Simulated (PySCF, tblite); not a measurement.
**CH9N2SeSi2 radical: geometry, infrared bands and EPR parameters**

Wanted: the infrared bands and EPR parameters of CH9N2SeSi2 radical (`C[N][Si@H]([SeH])[SiH2]N`), by calculation.

The runs use tblite 0.8.0 and PySCF 2.14.0, with density-fitted response routines of our own; the level of theory stands in each step. All values are computed, except where a source is named. Atoms count from 0, in the outputs and in this text.

## Step 1: The starting structure

15 atoms, charge 0, multiplicity 2; geometry from: force field or distance geometry start.

Bonds of the start (Å): C0–N1 1.47, N1–Si2 1.78, Si2–Se3 2.29, Si2–Si4 2.24, Si4–N5 1.78, C0–H6 1.10, C0–H7 1.10, C0–H8 1.11, Si2–H9 1.46, Se3–H10 1.55, Si4–H11 1.47, Si4–H12 1.47, N5–H13 1.05, N5–H14 1.05.

## Step 2: Optimising the geometry with GFN2-xTB

The job: settings as JSON, then the geometry in Å.

```
{"job": {"kind": "relax", "xc": "GFN2-xTB", "basis": "xTB"}, "charge": 0, "multiplicity": 2}
C      2.030700    -0.744900     0.935500
N      1.114600     0.382600     1.166600
Si     0.465100     0.973200    -0.381600
Se    -0.597700     2.975800    -0.044400
Si    -1.018300    -0.493600    -1.197600
N     -2.301400    -0.800100     0.004500
H      2.434800    -1.080900     1.904000
H      1.483800    -1.588700     0.478600
H      2.876900    -0.434200     0.291900
H      1.542200     1.172200    -1.347800
H     -1.514600     2.316400     1.011500
H     -0.330800    -1.755100    -1.515600
H     -1.625800     0.055000    -2.419500
H     -1.810600    -1.097900     0.882100
H     -2.753400     0.128100     0.209900
```

Started as:

```
OMP_NUM_THREADS=1 python probes_run.py task.json out
```

The driver reads the jobs from task.json and runs them one after another.

The log of the run:

```text
step      E/eV     max force
  0    -521.54984    4.028
  1    -522.00599    1.829
  2    -522.13719    1.734
  3    -522.18487    0.485
  4    -522.21363    0.496
  5    -522.24857    0.554
  6    -522.28078    0.607
  7    -522.30799    0.450
  8    -522.32460    0.359
  9    -522.34180    0.544
 10    -522.36378    0.550
 11    -522.38866    0.442
 12    -522.40721    0.327
 13    -522.41708    0.277
 14    -522.42462    0.226
 15    -522.43557    0.358
 16    -522.44709    0.353
 17    -522.45587    0.198
 18    -522.46094    0.158
 19    -522.46347    0.124
 20    -522.46562    0.147
 21    -522.46739    0.118
 22    -522.46881    0.095
 23    -522.47021    0.104
 24    -522.47204    0.143
 25    -522.47470    0.156
 26    -522.47827    0.164
 27    -522.48207    0.164
 28    -522.48491    0.108
 29    -522.48649    0.108
 30    -522.48772    0.100
 31    -522.48937    0.107
 32    -522.49130    0.144
 33    -522.49303    0.127
 34    -522.49428    0.101
 35    -522.49524    0.083
 36    -522.49610    0.088
 37    -522.49699    0.090
 38    -522.49788    0.104
 39    -522.49876    0.101
 40    -522.49966    0.093
 41    -522.50060    0.081
 42    -522.50151    0.080
 43    -522.50245    0.095
 44    -522.50356    0.119
 45    -522.50489    0.148
 46    -522.50649    0.151
 47    -522.50841    0.146
 48    -522.51112    0.158
 49    -522.51377    0.219
 50    -522.51661    0.228
 51    -522.51927    0.149
 52    -522.52154    0.110
 53    -522.52271    0.127
 54    -522.52459    0.087
 55    -522.52541    0.094
 56    -522.52626    0.078
 57    -522.52698    0.096
 58    -522.52790    0.071
 59    -522.52865    0.072
 60    -522.52911    0.089
 61    -522.53002    0.114
 62    -522.53090    0.093
 63    -522.53149    0.082
 64    -522.53183    0.104
 65    -522.53231    0.052
 66    -522.53274    0.037
 67    -522.53321    0.039
 68    -522.53359    0.047
 69    -522.53386    0.043
 70    -522.53406    0.033
 71    -522.53429    0.037
 72    -522.53457    0.041
 73    -522.53485    0.038
 74    -522.53509    0.038
 75    -522.53529    0.030
 76    -522.53547    0.031
 77    -522.53565    0.036
 78    -522.53583    0.034
 79    -522.53600    0.023
 80    -522.53615    0.026
 81    -522.53629    0.030
 82    -522.53641    0.024
 83    -522.53652    0.020
 84    -522.53664    0.024
 85    -522.53682    0.040
 86    -522.53704    0.050
 87    -522.53727    0.043
 88    -522.53744    0.026
 89    -522.53757    0.026
 90    -522.53771    0.025
 91    -522.53787    0.035
 92    -522.53801    0.035
 93    -522.53813    0.022
 94    -522.53824    0.029
 95    -522.53834    0.026
 96    -522.53845    0.026
 97    -522.53857    0.017
 98    -522.53862    0.016
 99    -522.53867    0.015
100    -522.53871    0.016
101    -522.53875    0.012
102    -522.53877    0.009
```

It took 0.71 s on 1 thread of Arm Neoverse V2, shared host.

Relaxation path: (not every step is listed)

| step | energy from step 0 (eV) | largest force (eV/Å) |
| --- | --- | --- |
| 0 | 0.0000 | 4.0277 |
| 1 | -0.4561 | 1.8292 |
| 2 | -0.5874 | 1.7340 |
| 3 | -0.6350 | 0.4848 |
| 4 | -0.6638 | 0.4962 |
| 5 | -0.6987 | 0.5540 |
| 6 | -0.7309 | 0.6071 |
| 7 | -0.7582 | 0.4501 |
| 8 | -0.7748 | 0.3587 |
| 16 | -0.8972 | 0.3527 |
| 24 | -0.9222 | 0.1428 |
| 32 | -0.9415 | 0.1435 |
| 40 | -0.9498 | 0.0926 |
| 48 | -0.9613 | 0.1585 |
| 56 | -0.9764 | 0.0782 |
| 64 | -0.9820 | 0.1044 |
| 72 | -0.9847 | 0.0414 |
| 80 | -0.9863 | 0.0260 |
| 88 | -0.9876 | 0.0259 |
| 96 | -0.9886 | 0.0263 |
| 97 | -0.9887 | 0.0175 |
| 98 | -0.9888 | 0.0162 |
| 99 | -0.9888 | 0.0147 |
| 100 | -0.9889 | 0.0157 |
| 101 | -0.9889 | 0.0119 |
| 102 | -0.9889 | 0.0090 |

Close pairs (by a distance rule), those that changed most:

| bond | before (Å) | after (Å) | change (Å) |
| --- | --- | --- | --- |
| Si2–Si4 | 2.240 | 2.400 | +0.159 |
| N1–Si2 | 1.780 | 1.639 | -0.140 |
| Se3–H10 | 1.546 | 1.423 | -0.123 |
| Si4–N5 | 1.785 | 1.713 | -0.072 |
| Si2–Se3 | 2.292 | 2.342 | +0.050 |
| C0–N1 | 1.471 | 1.422 | -0.049 |
| N5–H14 | 1.053 | 1.009 | -0.043 |
| N5–H13 | 1.049 | 1.009 | -0.040 |

The end geometry stands in the next job.

## Step 3: Harmonic vibrations with GFN2-xTB

The job: settings as JSON, then the geometry in Å.

```
{"job": {"kind": "ir", "xc": "GFN2-xTB", "basis": "xTB"}, "charge": 0, "multiplicity": 2}
C      2.123027    -0.689179     1.114500
N      1.086721     0.248694     0.850614
Si     0.553862     0.938295    -0.538005
Se    -0.721280     2.787052     0.125226
Si    -1.167019    -0.524619    -1.348020
N     -2.383755    -0.832242    -0.182379
H      2.244284    -0.765643     2.197726
H      1.859684    -1.684607     0.738290
H      3.081863    -0.408508     0.669433
H      1.247311     1.452528    -1.730474
H     -0.412469     2.615342     1.503916
H     -0.517536    -1.797553    -1.646954
H     -1.839847     0.095404    -2.485310
H     -2.137456    -1.339781     0.653975
H     -3.021801    -0.087193     0.055550
```

The log of the run:

```text
mode    cm-1     km/mol
  1      25.8      0.49
  2      57.0      2.40
  3      64.1      2.54
  4      73.7      1.15
  5     106.5      6.20
  6     124.3     13.80
  7     144.5     18.33
  8     182.6     28.02
  9     187.9     35.02
 10     222.8      3.95
 11     325.5     23.20
 12     356.9     60.05
 13     393.0     10.31
 14     531.1     15.23
 15     552.6     16.69
 16     562.3    140.11
 17     571.7     81.98
 18     655.6    486.33
 19     673.8    180.73
 20     714.5    255.91
 21     810.7     61.43
 22     873.2     23.95
 23     922.8    110.05
 24    1061.8     10.50
 25    1108.1      2.07
 26    1306.9     16.56
 27    1411.7     11.26
 28    1474.5      5.96
 29    1479.5     16.43
 30    1498.3     50.63
 31    2130.7    211.92
 32    2172.5    353.46
 33    2262.7    171.43
 34    2275.2    351.34
 35    2889.7     35.01
 36    2926.3     55.67
 37    2962.7     40.71
 38    3448.2     28.17
 39    3480.1      2.76
```

Run time: 0.52 s. Hardware: 1 thread of Arm Neoverse V2, shared host.

Which atoms move in the most intense modes:

| cm⁻¹ | km/mol | atoms |
| --- | --- | --- |
| 562 | 140.1 | H9 52 %, H13 14 %, H14 10 % |
| 656 | 486.3 | H9 36 %, H11 26 %, H12 25 % |
| 674 | 180.7 | H9 51 %, H12 18 %, H11 17 % |
| 714 | 255.9 | H11 49 %, H12 46 % |
| 2131 | 211.9 | H9 90 % |
| 2172 | 353.5 | H10 92 % |
| 2263 | 171.4 | H11 64 %, H12 34 % |
| 2275 | 351.3 | H12 62 %, H11 33 % |

## Step 4: g tensor and hyperfine couplings: B3LYP/def2-TZVP-core+pcH-1

Settings changed since step 3:

```diff
@@ -1,2 +1,2 @@
-{"job": {"kind": "ir", "xc": "GFN2-xTB", "basis": "xTB"}, "charge": 0, "multiplicity": 2}
+{"job": {"kind": "epr", "basis": "pcH-1"}, "charge": 0, "multiplicity": 2}
 C      2.123027    -0.689179     1.114500
```

Method: UKS B3LYP, def2-TZVP-core on Se, pcH-1 on C H N Si, non-relativistic, mean-field spin-orbit, GIAO.

The log of the run:

```text
UKS, coarse grid
  cycle   1  E = -3133.48552761  |g| = 1.52e+00
  cycle   2  E = -3132.87328152  |g| = 1.29e+00
  cycle   3  E = -3133.01721955  |g| = 1.13e+00
  cycle   4  E = -3133.63184309  |g| = 1.80e-01
  cycle   5  E = -3133.63785879  |g| = 1.52e-01
  cycle   6  E = -3133.64915402  |g| = 4.04e-02
  cycle   7  E = -3133.64991394  |g| = 1.79e-02
  cycle   8  E = -3133.65009288  |g| = 1.17e-02
  cycle   9  E = -3133.65019725  |g| = 1.66e-03
  cycle  10  E = -3133.65019971  |g| = 8.65e-04
UKS, final grid
  cycle   1  E = -3133.65025109  |g| = 7.74e-04
  cycle   2  E = -3133.65025096  |g| = 9.55e-04
  cycle   3  E = -3133.65025145  |g| = 1.32e-04
  cycle   4  E = -3133.65025146  |g| = 7.70e-05
  cycle   5  E = -3133.65025147  |g| = 4.16e-05
  cycle   6  E = -3133.65025147  |g| = 1.70e-05
E = -3133.65025147 Eh   <S^2> = 0.7576 (exact 0.7500)
g shifts (ppm)      1          2          3
  rmc          -199       -199       -199
  gc             18          6         30
  oz_so       -4370       4016      14250
  total       -4545       3824      14087
hyperfine (MHz)  atom isotope    a_iso     a_fc   dipolar eigenvalues
    0   13C     -25.09     -25.14     -3.65      1.08      2.57
    1   14N      26.24      26.12    -33.95    -32.27     66.22
    2  29Si      57.95      57.94     -8.52     -0.10      8.62
    3  77Se      -5.07      -7.47    -25.54    -20.91     46.46
    4  29Si     -93.89     -94.06    -36.90     17.99     18.90
    5   14N       2.42       2.39     -1.76     -1.71      3.47
    6    1H      26.73      26.71     -4.91     -4.11      9.02
    7    1H     150.74     150.73     -5.45     -2.75      8.21
    8    1H      45.27      45.26     -4.72     -3.63      8.35
    9    1H      44.77      44.78     -2.76     -1.48      4.23
   10    1H      -2.02      -2.14     -3.12     -1.28      4.40
   11    1H      14.72      14.72     -2.69     -0.42      3.11
   12    1H      48.53      48.52     -2.74     -0.48      3.22
   13    1H      -2.38      -2.39     -3.24      1.27      1.98
   14    1H      -1.37      -1.37     -2.61     -0.40      3.00
```

Wall time 4.6 min (1 thread of Arm Neoverse V2, shared host); peak memory 1.4 GiB.

Principal g values 1.99777, 2.00614, 2.01641; g(iso) = 2.00677, against 2.00232 for a free electron.

Mean a(iso) over the nuclei that a row names, and the largest dipolar term of the row (other rows stand at the frozen geometry):

| nuclei | isotope | a(iso) (MHz) | a(iso) (G, at g = 2.0023) | largest dipolar term (MHz) |
| --- | --- | --- | --- | --- |
| Si4 | 29Si | -93.9 | -33.5 | -36.9 |
| H6, H7, H8 | 1H | 74.2 | 26.5 | 9.0 |
| Si2 | 29Si | 57.9 | 20.7 | 8.6 |
| H12 | 1H | 48.5 | 17.3 | 3.2 |
| H9 | 1H | 44.8 | 16.0 | 4.2 |
| N1 | 14N | 26.2 | 9.4 | 66.2 |
| C0 | 13C | -25.1 | -9.0 | -3.6 |
| H11 | 1H | 14.7 | 5.3 | 3.1 |
| Se3 | 77Se | -5.1 | -1.8 | 46.5 |
| N5 | 14N | 2.4 | 0.9 | 3.5 |
| H10 | 1H | -2.0 | -0.7 | 4.4 |
| H13, H14 | 1H | -1.9 | -0.7 | -3.2 |

Mulliken spin populations:

C0 -0.05; N1 0.73; Si2 -0.04; Se3 0.04; Si4 0.13; N5 0.03; H6 0.01; H7 0.07; H8 0.02; H9 0.03; H10 0.00; H11 0.01; H12 0.03; H13 0.00; H14 0.00

In first order the couplings over 0.8 MHz of 1H, 14N give 1728 distinct lines over 140.5 G, if the averaged nuclei exchange fast; the same motion can average rows kept apart here too.

Orbitals, density, ELF and potential are computed afterwards from the orbital file.

ELF in a plane through or near 4 of the atoms.

Values, 10 rows by 14 columns:
```
0.00 0.00 0.00 0.00 0.00 0.00 0.01 0.05 0.04 0.01 0.00 0.00 0.00 0.00
0.00 0.00 0.00 0.00 0.00 0.07 0.51 0.77 0.80 0.56 0.06 0.00 0.00 0.00
0.00 0.00 0.00 0.00 0.00 0.11 0.58 0.22 0.56 0.88 0.50 0.01 0.00 0.00
0.00 0.00 0.00 0.00 0.03 0.05 0.30 0.58 0.49 0.87 0.38 0.00 0.00 0.00
0.00 0.00 0.03 0.06 0.32 0.77 0.67 0.23 0.14 0.03 0.01 0.00 0.00 0.00
0.00 0.01 0.17 0.67 0.15 0.75 0.57 0.19 0.43 0.81 0.32 0.04 0.00 0.00
0.00 0.00 0.03 0.21 0.98 0.88 0.01 0.04 0.15 0.68 0.83 0.42 0.00 0.00
0.00 0.00 0.00 0.07 0.92 0.73 0.00 0.06 0.05 0.02 0.09 0.01 0.00 0.00
0.00 0.00 0.00 0.00 0.00 0.00 0.00 0.00 0.01 0.00 0.00 0.00 0.00 0.00
0.00 0.00 0.00 0.00 0.00 0.00 0.00 0.00 0.00 0.00 0.00 0.00 0.00 0.00
```
The map spans 11.4 Å across and 10.8 Å up, centred on the molecule. Atoms in the plane (x, y in Å): C0 (-2.4, -0.6), N1 (-1.3, 0.3), Se3 (0.7, 2.8), H7 (-2.1, -1.6).

On the surface of density 0.002 e/bohr³ the electrostatic potential runs, from the 1st to the 99th percentile, from -1.21 V near N5 to 1.50 V near H13.

The spin density lies nearest to N1 58 %; Si4 10 %; Si2 7 % (both signs).

## Step 5: Results

| quantity | value |
| --- | --- |
| strongest single infrared mode (GFN2-xTB) | 656 cm⁻¹, 486 km/mol |
| zero-point energy (GFN2-xTB) | 61.5 kcal/mol |
| g(iso) (B3LYP) | 2.00677 |
| ⟨S²⟩ | 0.758 (exact 0.75) |
| largest a(iso) (averaged by class) | 29Si on Si4, -93.9 MHz |
| potential on the surface of density 0.002 e/bohr³, 1st and 99th percentile | -1.21 V and 1.50 V |

Over 102 steps the energy fell by 0.989 eV; of the close pairs, Si2–Si4 changed most, 2.240 to 2.400 Å. All 39 modes are real, so the xTB geometry is a minimum. The strongest single mode, at 656 cm⁻¹, has its largest shares on H9, H11 and H12 (the list is cut at 3 atoms). GFN2-xTB is a fitted tight-binding method: band positions and strengths are rough. Its intensities can rank the bands wrongly. N1 carries the largest spin population, 0.73 e. The isotropic g lies 4.5 ppt above the free-electron value. The hyperfine terms hold no scalar relativity, which the heavier nuclei need.
